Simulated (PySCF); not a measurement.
# C6H9Cl: the cost of one run

Computed with PySCF 2.14.0 and routines of our own; the level stands in each step. Atoms count from 0.

## 1. The system as given

16 atoms, charge 0, multiplicity 1; geometry from: GFN2-xTB.

## 2. Magnetic properties: GIAO B3LYP/pcSseg-1

Job settings and geometry (Å):

```
{"job": {"kind": "mag", "xc": "B3LYP", "basis": "pcSseg-1", "isotopologues": 2}, "charge": 0, "multiplicity": 1}
C      2.329728    -0.321089     1.412475
C      1.637122    -0.495989     0.452556
C      0.788318    -0.699981    -0.704114
C     -0.576471    -0.021302    -0.527337
C     -1.345201    -0.619258     0.640463
C     -0.430995     1.486802    -0.398264
Cl    -1.522892    -0.355453    -2.037219
H      2.948444    -0.176128     2.246988
H      1.287117    -0.292476    -1.587731
H      0.646138    -1.773282    -0.857226
H     -2.325541    -0.157512     0.729326
H     -0.789943    -0.450358     1.561132
H     -1.478267    -1.690368     0.504759
H     -1.406697     1.959426    -0.315655
H      0.150370     1.717108     0.492606
H      0.081172     1.898803    -1.265123
```

Level: GIAO B3LYP/pcSseg-1 magnetisability, rotational g tensor and spin-rotation constants, non-relativistic, gas phase.

Run with:

```
$ OMP_NUM_THREADS=1 python excited_run.py task.json out
```

One launch serves the whole session: the jobs run in the order shown.

**Question.** How long does this first job take on 1 thread of Arm Neoverse V2, shared host, and how much memory does it need?

About 28 s, with a peak of 0.79 GiB.
